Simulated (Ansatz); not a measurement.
Write the native input for Ansatz 0.2.0 that does the following.

```
Task                : single point
Functional          : PBE
Potentials or basis : PseudoDojo standard (PBE files)
Cutoff              : 1333 eV
Density cutoff      : 5333 eV
k mesh              : 11 × 11 × 3
Occupations         : fermi-dirac, width 0.05 eV
Spin                : collinear spin, ferromagnetic start
Starting moments    : [1.0, 1.0, 0.0, 0.6, 0.0] μB
```

Crystal: NiMoIrPdW.

```
CELL_PARAMETERS angstrom
2.34460 -1.43138 0.00906
2.34460 1.43138 0.00906
-2.20600 0.00000 10.92374
ATOMIC_POSITIONS crystal
Ni 0.49838 0.49838 0.29525
Mo 0.31773 0.31773 0.91207
Pd 0.24733 0.24733 0.49061
Ir 0.74982 0.74982 0.10802
W 0.68673 0.68673 0.69406
```

The cell was built by a generator and needn't be a form met in nature.

The input as run:

input.yaml

```yaml
crystal:
  lattice:
    - [2.3446, -1.43138, 0.00906]
    - [2.3446, 1.43138, 0.00906]
    - [-2.206, 0.0, 10.92374]
  atoms:
    - { symbol: Ni, position: [0.49838, 0.49838, 0.29525], spin: 1.0 }
    - { symbol: Mo, position: [0.31773, 0.31773, 0.91207], spin: 1.0 }
    - { symbol: Pd, position: [0.24733, 0.24733, 0.49061] }
    - { symbol: Ir, position: [0.74982, 0.74982, 0.10802], spin: 0.6 }
    - { symbol: W, position: [0.68673, 0.68673, 0.69406] }
hamiltonian:
  xc: pbe
  pseudopotentials: { kind: nc, accuracy: standard }
magnetization:
  spin_polarized: true
kpoints:
  mp_grid: { grid: [11, 11, 3] }
scf:
  occupations: { method: fermi_dirac, width: 0.05 }
output:
  forces: true
  stress: true
  eigenvalues: true
```

Potentials or basis: PseudoDojo standard (PBE files).

Command:

```sh
$ ansatz run input.yaml --threads 8 --pin off --max-ram 20480MiB --backend cpu --events-out ev --progress --plain --runs-dir out
```

It gave:

```yaml
Pressure: 0.0 GPa
Largest_force: 0.068 eV/Å
Band_gap_on_the_k_mesh: none (metal or under the smearing width)
Net_moment: 0.00 μB per cell
Absolute_moment: 0.00 μB per cell
```

Caveat: the starting moments weren't kept.

Wall time 100 s on 8 threads of Arm Neoverse V1, with other jobs on the host, peak memory 2.5 GiB.
